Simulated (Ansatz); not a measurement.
# GaH2(OH) (GaH₃O): geometry optimisation

The task: find the minimum of GaH2(OH) (GaH₃O) nearest to the start.

Method: RKS wB97X-V/def2-SVPD; program: Ansatz 0.2.0.

1 further run of the same task is left out (set aside as unsound or not needed).

## (1) Starting geometry

5 atoms, charge 0, spin multiplicity 1.

Atoms are counted from 1 here; the program's logs count them from 0.

Bond lengths: Ga1–H2 1.563 Å, Ga1–H3 1.572 Å, Ga1–O4 1.820 Å, O4–H5 0.973 Å. Angles: H2–Ga1–H3 130.5°, H2–Ga1–O4 112.3°, H3–Ga1–O4 117.1°, Ga1–O4–H5 114.0°.

Geometry (Å):

```xyz
5
charge 0, multiplicity 1
Ga    0.3494    0.4384   -0.1056
H     1.9078    0.4609   -0.2277
H    -0.7021    1.6002   -0.2354
O    -0.2934   -1.2287    0.2438
H    -1.2618   -1.2708    0.3248
```

## (2) Relaxation

input.yaml reads:

```yaml
crystal:
  periodic: [false, false, false]
  atoms:
    - { symbol: Ga, position_ang: [0.34944, 0.43835, -0.105561] }
    - { symbol: H, position_ang: [1.907836, 0.460948, -0.227665] }
    - { symbol: H, position_ang: [-0.702077, 1.600179, -0.235438] }
    - { symbol: O, position_ang: [-0.29338, -1.228656, 0.243835] }
    - { symbol: H, position_ang: [-1.261819, -1.270821, 0.324829] }
basis:
  gaussian: { orbitals: def2-SVPD }
hamiltonian:
  xc: { name: wB97X-V }
output:
  forces: true
relax:
  f_tol: 0.003
  max_steps: 120
```

Started as:

```console
ansatz run input.yaml --threads 1 --pin off --max-ram 2560MiB --backend cpu --events-out ev --progress --plain --runs-dir out
```

Output:

```text
Warning: RAYON_NUM_THREADS=1 ignored (pool sized by the plan → 1); use --threads N
The last accepted step is kept in <dir> (removed where the run ends without a failure and the disk answers)
Engine: ansatz 0.2.0, aarch64-unknown-linux-gnu
Functional definition: wB97X-V
  parameter omega = 0.3/bohr
  parameter cx = 0.167
  parameter cx1 = 0.603
  parameter cx2 = 1.194
  parameter css0 = 0.556
  parameter css1 = -0.257
  parameter cos0 = 1.219
  parameter cos1 = -1.850
  parameter b = 6.0
  parameter c = 0.01
  exchange = spin_sum(e_x_unif_sr(omega)*poly(b97_u_x, 1 - cx, cx1, cx2)) + cx*exact_x_sr(omega) + exact_x_lr(omega)
  correlation = spin_sum(e_c_pw_same_spin*poly(b97_u_same, css0, css1))
      + integral(e_c_pw_opposite_spin*poly(b97_u_opposite, cos0, cos1)) + vv10(b, c)
872 factors; integrals over basis functions are off by at most 5.0e-4 eV
306 factors; integrals over basis functions are off by at most 2.6e-6 eV
mean field evaluation 1: about -54455.7811 eV, gradient 5.2e1 eV
mean field evaluation 2: about -54451.0162 eV, gradient 7.4e1 eV
mean field evaluation 4: about -54460.6059 eV, gradient 1.7e0 eV
mean field evaluation 8: about -54460.6153 eV, gradient 6.0e-2 eV
mean field evaluation 16: about -54460.6153 eV, gradient 3.3e-5 eV
mean field -54460.61532725 eV, -2001.3906985454 hartree, gradient 3.3e-5 eV, S^2 0.000000; 0 other end points of the search recorded, 0 dependent functions left out
the calculation of the forces begins
reference -54460.61532522 eV, -2001.3906984708 hartree; 21, 21 occupied and 64, 64 virtual orbitals, 872 factors
relax step   1: F+E_penalty+E_count = -54460.61532725 eV  Δ(F+E_penalty+E_count) = +0.000e0 eV  max|allowed force component| = 5.167e-1 eV/Å  Δτ_max = 0.0000 Å  (26 SCF iters, accepted)
these checks for a lower state are left out or cut short: starts, cluster_reference, orbital_swaps, neighbouring_geometries, increment
872 factors; integrals over basis functions are off by at most 4.8e-4 eV
306 factors; integrals over basis functions are off by at most 2.6e-6 eV
mean field -54460.62520676 eV, -2001.3910616109 hartree, gradient 3.5e-5 eV, S^2 0.000000; 0 other end points of the search recorded, 0 dependent functions left out
the calculation of the forces begins
reference -54460.62520474 eV, -2001.3910615366 hartree; 21, 21 occupied and 64, 64 virtual orbitals, 872 factors
relax step   2: F+E_penalty+E_count = -54460.62520676 eV  Δ(F+E_penalty+E_count) = -9.880e-3 eV  max|allowed force component| = 2.600e-1 eV/Å  Δτ_max = 0.0196 Å  (27 SCF iters, accepted)
these checks for a lower state are left out or cut short: starts, cluster_reference, orbital_swaps, neighbouring_geometries, increment
872 factors; integrals over basis functions are off by at most 4.7e-4 eV
306 factors; integrals over basis functions are off by at most 2.6e-6 eV
mean field -54460.62714713 eV, -2001.3911329179 hartree, gradient 3.7e-5 eV, S^2 0.000000; 0 other end points of the search recorded, 0 dependent functions left out
the calculation of the forces begins
reference -54460.62714510 eV, -2001.3911328436 hartree; 21, 21 occupied and 64, 64 virtual orbitals, 872 factors
relax step   3: F+E_penalty+E_count = -54460.62714713 eV  Δ(F+E_penalty+E_count) = -1.940e-3 eV  max|allowed force component| = 4.276e-2 eV/Å  Δτ_max = 0.0082 Å  (28 SCF iters, accepted)
these checks for a lower state are left out or cut short: starts, cluster_reference, orbital_swaps, neighbouring_geometries, increment
872 factors; integrals over basis functions are off by at most 4.7e-4 eV
306 factors; integrals over basis functions are off by at most 2.6e-6 eV
mean field -54460.62741866 eV, -2001.3911428967 hartree, gradient 3.8e-5 eV, S^2 0.000000; 0 other end points of the search recorded, 0 dependent functions left out
the calculation of the forces begins
reference -54460.62741664 eV, -2001.3911428224 hartree; 21, 21 occupied and 64, 64 virtual orbitals, 872 factors
relax step   4: F+E_penalty+E_count = -54460.62741866 eV  Δ(F+E_penalty+E_count) = -2.715e-4 eV  max|allowed force component| = 4.253e-2 eV/Å  Δτ_max = 0.0135 Å  (27 SCF iters, accepted)
these checks for a lower state are left out or cut short: starts, cluster_reference, orbital_swaps, neighbouring_geometries, increment
872 factors; integrals over basis functions are off by at most 4.7e-4 eV
306 factors; integrals over basis functions are off by at most 2.6e-6 eV
mean field evaluation 32: about -54460.6220 eV, gradient 9.7e-1 eV
mean field -54460.62763886 eV, -2001.3911509888 hartree, gradient 3.9e-5 eV, S^2 0.000000; 0 other end points of the search recorded, 0 dependent functions left out
the calculation of the forces begins
reference -54460.62763684 eV, -2001.3911509145 hartree; 21, 21 occupied and 64, 64 virtual orbitals, 872 factors
relax step   5: F+E_penalty+E_count = -54460.62763886 eV  Δ(F+E_penalty+E_count) = -2.202e-4 eV  max|allowed force component| = 5.934e-3 eV/Å  Δτ_max = 0.0093 Å  (28 SCF iters, accepted)
these checks for a lower state are left out or cut short: starts, cluster_reference, orbital_swaps, neighbouring_geometries, increment
872 factors; integrals over basis functions are off by at most 4.7e-4 eV
306 factors; integrals over basis functions are off by at most 2.6e-6 eV
mean field -54460.62764041 eV, -2001.3911510460 hartree, gradient 5.3e-6 eV, S^2 0.000000; 0 other end points of the search recorded, 0 dependent functions left out
the calculation of the forces begins
reference -54460.62763839 eV, -2001.3911509716 hartree; 21, 21 occupied and 64, 64 virtual orbitals, 872 factors
relax step   6: F+E_penalty+E_count = -54460.62764041 eV  Δ(F+E_penalty+E_count) = -1.555e-6 eV  max|allowed force component| = 3.595e-4 eV/Å  Δτ_max = 0.0005 Å  (21 SCF iters, accepted)
872 factors; integrals over basis functions are off by at most 4.7e-4 eV
306 factors; integrals over basis functions are off by at most 2.6e-6 eV
mean field -54460.62764041 eV, -2001.3911510460 hartree, gradient 5.3e-6 eV, S^2 0.000000; 1 other end points of the search recorded, 0 dependent functions left out
the calculation of the forces begins
reference -54460.62763839 eV, -2001.3911509716 hartree; 21, 21 occupied and 64, 64 virtual orbitals, 872 factors
Total energy: -54460.62763839 eV, -2001.3911509716 hartree
Atom 0 at     0.347279     0.430362    -0.103965 Å, force    -0.000359     0.000183     0.000258 eV/Å
Atom 1 at     1.893976     0.470852    -0.228421 Å, force     0.000353     0.000083    -0.000106 eV/Å
Atom 2 at    -0.680221     1.597076    -0.236519 Å, force     0.000140    -0.000125    -0.000102 eV/Å
Atom 3 at    -0.303086    -1.210263     0.241321 Å, force    -0.000229    -0.000099    -0.000128 eV/Å
Atom 4 at    -1.257948    -1.288028     0.327583 Å, force     0.000095    -0.000042     0.000078 eV/Å
Dipole moment:    -0.173331     0.276149    -0.036758 e Å
```

It took 52 s on 1 thread of Arm Neoverse V1, shared host; peak memory 0.22 GiB.

Along the way:

```
step  energy from step 1 (eV)  largest force component (eV/Å)
   1                   0.0000                          0.5167
   2                  -0.0099                          0.2600
   3                  -0.0118                          0.0428
   4                  -0.0121                          0.0425
   5                  -0.0123                          0.0059
   6                  -0.0123                          0.0004
```

Close pairs (by a distance rule), those that changed most:

```
  bond  before (Å)  after (Å)  change (Å)
Ga1–O4       1.820      1.798      -0.022
Ga1–H3       1.572      1.560      -0.012
Ga1–H2       1.563      1.552      -0.011
 O4–H5       0.973      0.962      -0.011
```

## (3) What came out

```
             quantity      value
        energy gained  0.0123 eV
root mean square move    0.018 Å
        dipole moment     1.58 D
```

In words: Bond lengths: Ga1–H2 1.552 Å, Ga1–H3 1.560 Å, Ga1–O4 1.798 Å, O4–H5 0.962 Å. Angles: H2–Ga1–H3 129.0°, H2–Ga1–O4 113.6°, H3–Ga1–O4 117.4°, Ga1–O4–H5 116.7°. No frequencies were computed here.
